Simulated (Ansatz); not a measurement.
# GaGe (F-43m) in Ansatz: a series of runs, part 2 of 2

Ansatz 0.2.0. Earlier steps stand in the parts before.

### 6 Single point, PBE

Input file input.yaml:

```yaml
crystal:
  lattice:
    - [0.0, 2.897844, 2.897844]
    - [2.897844, 0.0, 2.897844]
    - [2.897844, 2.897844, 0.0]
  atoms:
    - { symbol: Ge, position: [0.0, 0.0, 0.0] }
    - { symbol: Ga, position: [0.25, 0.25, 0.25] }
hamiltonian:
  xc: pbe
  pseudopotentials: { kind: paw }
kpoints:
  mp_grid: { grid: [8, 8, 8] }
scf:
  occupations: { method: gaussian, width: 0.017 }
output:
  forces: true
  stress: true
  eigenvalues: true
  write_density: true
  write_potential: true
  elf: true
  volumetric_format: npy
```

Potentials or basis: Ansatz PAW.

The run is started by

```
ansatz run input.yaml --threads 2 --pin off --max-ram 5632MiB --backend cpu --events-out ev --progress --plain --runs-dir out
```

Output:

```text
Warning: RAYON_NUM_THREADS=2 ignored (pool sized by the plan → 2); use --threads N
Engine: ansatz 0.2.0, aarch64-unknown-linux-gnu
Pseudopotentials: kind: paw
Pseudopotential: Ge, paw, valence charge 14, recommended cutoff 420 eV (normal), Ge.paw.azcp
Pseudopotential: Ga, paw, valence charge 13, recommended cutoff 420 eV (normal), Ga.paw.azcp
Functional definition: PBE
  parameter kappa = 0.804
  parameter beta = 0.06672455060314922
  exchange = pbe_x(kappa = kappa, mu = beta*pi^2/3)
  correlation = pbe_c(beta = beta)
Crystal: 2 atoms, lattice volume = 48.669 Å³
Basis set: ecut = 420 eV, 941 PW (Γ), exchange–correlation on 60×60×60 points (8 copies of the dense FFT grid, shifted against one another)
Bands: 18, of which v1, the nominal top of the filled ones, is band 14 counted from 1 (13 counted from 0)
Symmetry: 24 space group operations
Space group: F-43m (ITA 216), of the structure as read, at distance tolerance 3.7e-5 Å
k-points: 29 of 512 (time reversal used)
Non-local potential: Ge, projectors of the file, l = 0: 2, l = 1: 2, l = 2: 3, l = 3: 1
Non-local potential: Ga, projectors of the file, l = 0: 2, l = 1: 2, l = 2: 3, l = 3: 1
PAW form: soft (Blöchl's): semilocal exchange-correlation on the pseudo side does not see the compensation charge
PAW one-centre angular grid: Ge, 590 points (default); XC on 64 Gauss nodes
PAW one-centre angular grid: Ga, 590 points (default); XC on 64 Gauss nodes
Initial density: superposition of atomic densities (neutral atoms: chi_scale 0, normalization atom), corrected by the library's trained network
Initial wavefunctions: pseudopotential atomic-orbital guess
Functional: x = pbe(κ = 0.804, μ = 0.2195149727645171), c = pbe(β = 0.06672455060314922)
SCF iter   1: F=—  HF=-8077.674012 eV  |F-HF|=—  |Δ(HF+E_count)|=         —  Δρ=1.64e-3  dr2=1.36e-3  ethr=1.77e-3  ⟨swp⟩=6.0  Hψ=2433  notcnv=0
preconditioner: auto → LDOS  [insulator: Δε(μ)=0.279 eV  Ē_g=20.464 eV  σ=0.017 eV  W_gap=0.64  n_scr=14 (ndim 8)  ℏωp=27.7 eV  f_vac=0.056  D(μ)=6.75/eV (n_scr^D=112)  ε∞_Penn≈2.8  β→1.0]
SCF iter   2: F=—  HF=-8077.674235 eV  |F-HF|=—  |Δ(HF+E_count)|=   2.24e-4  Δρ=1.53e-3  dr2=7.73e-4  ethr=5.03e-6  ⟨swp⟩=2.0  Hψ=1256  notcnv=0  defer=16
SCF iter   3: F=—  HF=-8077.673871 eV  |F-HF|=—  |Δ(HF+E_count)|=   3.64e-4  Δρ=7.30e-4  dr2=2.11e-4  ethr=2.86e-6  ⟨swp⟩=2.0  Hψ=1012  notcnv=0  defer=16
SCF iter   4: F=—  HF=-8077.673779 eV  |F-HF|=—  |Δ(HF+E_count)|=   9.19e-5  Δρ=3.76e-4  dr2=6.95e-5  ethr=7.82e-7  ⟨swp⟩=2.0  Hψ=665  notcnv=0  defer=16
SCF iter   5: F=—  HF=-8077.673757 eV  |F-HF|=—  |Δ(HF+E_count)|=   2.21e-5  Δρ=2.12e-4  dr2=2.83e-5  ethr=2.58e-7  ⟨swp⟩=2.8  Hψ=882  notcnv=0  defer=16
SCF iter   6: F=—  HF=-8077.673746 eV  |F-HF|=—  |Δ(HF+E_count)|=   1.07e-5  Δρ=1.27e-4  dr2=1.11e-5  ethr=1.05e-7  ⟨swp⟩=3.0  Hψ=1031  notcnv=0  defer=16
SCF iter   7: F=—  HF=-8077.673745 eV  |F-HF|=—  |Δ(HF+E_count)|=   1.92e-6  Δρ=6.30e-5  dr2=2.27e-6  ethr=4.11e-8  ⟨swp⟩=2.0  Hψ=733  notcnv=0  defer=16
SCF iter   8: F=—  HF=-8077.673744 eV  |F-HF|=—  |Δ(HF+E_count)|=   1.17e-7  Δρ=3.70e-5  dr2=3.76e-7  ethr=8.42e-9  ⟨swp⟩=2.4  Hψ=812  notcnv=0  defer=16
SCF iter   9: F=-8077.673744 eV  HF=-8077.673744 eV  |F-HF|=9.64e-11  |Δ(HF+E_count)|=   2.11e-7  Δρ=1.99e-6  dr2=1.85e-9  ethr=3.70e-10  ⟨swp⟩=7.3  Hψ=3177  notcnv=0
SCF 1 converged in 9 iterations: F = -8077.673744 eV  dr2 = 1.85e-9
SCF converged after 9 iterations
Free energy (F): -8077.673744 eV
Harris-Foulkes:  -8077.673744 eV  (|F-HF|=9.64e-11)
Internal energy: -8077.672770 eV  (E = F + TS)
E sigma→0 (E₀):  -8077.673257 eV
Entropy (-TS):   -0.000975 eV (-0.487 meV/atom)
Fermi energy:    6.389970 eV
--- Per-component energies (eV) ---
  E_band       = -240.198303
  E_kinetic    = 225.158070
  E_local      = -4638.071334  (includes V_loc(G=0)·N_el)
  E_nonlocal   = 839.553405
  E_hartree    = 2085.918516
  E_xc         = -144.089098
  E_vxc        = -121.629160  (∫ρ·V_xc dr)
  E_paw        = -4004.606210  (= ΣΔE_a)
  E_vpaw       = -717.044183  (= ΣTr[D̂ρ^β])
  E_aug_tail   = 0.000234  (compensation charges beyond the density's cutoff)
  E_ewald      = -2441.536352
  E_smearing   = -0.000975  (= −TS)
  E_closure    = -0.000000  (closes the sum)
  Σ components = -8077.673744   (vs F -8077.673744, Δ=0.00e0)
--- Forces (eV/Å), atoms counted from 1 ---
  atom   1  Ge     0.00000000     0.00000000     0.00000000
  atom   2  Ga    -0.00000000     0.00000000    -0.00000000
  max |Σ_I F_I| component: 9.25e-17 eV/Å
--- Stress (GPa, compression-positive) ---
        0.229649      -0.000000       0.000000
        0.000000       0.229649      -0.000000
        0.000000      -0.000000       0.229649
  P = ⅓ Tr σ = 0.2296 GPa (2.296 kbar)
--- Band table (eV; the first three rows and the last of 29) ---
  k-point 0: bands = ["-17.5762", "-17.5762", "-17.5762", "-17.5573", "-17.5573", "-7.9615", "-7.9615", "-7.9615", "-7.9019", "-7.9019", "-4.1780", "8.0423", "8.0423", "8.0423", "8.4191", "10.7177", "10.7177", "10.7177"]
  k-point 1: bands = ["-17.5762", "-17.5758", "-17.5758", "-17.5572", "-17.5572", "-7.9655", "-7.9589", "-7.9589", "-7.9022", "-7.9022", "-3.9955", "5.9577", "7.7407", "7.7407", "9.2484", "11.1251", "11.1251", "11.5040"]
  k-point 2: bands = ["-17.5761", "-17.5749", "-17.5749", "-17.5569", "-17.5569", "-7.9752", "-7.9531", "-7.9531", "-7.9021", "-7.9021", "-3.4687", "3.7046", "7.2320", "7.2320", "8.8869", "11.6820", "11.6820", "13.4613"]
  k-point 28: bands = ["-17.5759", "-17.5745", "-17.5708", "-17.5578", "-17.5551", "-7.9997", "-7.9380", "-7.9289", "-7.9099", "-7.9007", "-1.0821", "0.7000", "4.2077", "4.3203", "12.1253", "12.1624", "12.4931", "12.8183"]
```

Run time: 2.1 s. Hardware: 2 threads of Arm Neoverse V1, shared host; peak memory 0.33 GiB.

Results:

| Item | Value |
| --- | --- |
| Free energy | -8077.6737 eV |
| Pressure | 0.2 GPa |
| Band gap on the k mesh | none (metal or under the smearing width) |

### 7 Overview

```csv
smearing,gap on the mesh (eV),pressure (GPa)
gaussian 0.013 eV,none,0.2
gaussian 0.014 eV,none,0.2
gaussian 0.015 eV,none,0.2
gaussian 0.016 eV,none,0.2
gaussian 0.017 eV,none,0.2
```

Alike in all rows: task single point; level PBE; potentials or basis Ansatz PAW; no spin polarisation; cell as given; k mesh 8 × 8 × 8; cutoff (eV) 420.

Every run on the cell as given and a fine mesh finds a metal.

Absolute energies hang on the potentials; compare differences alone.
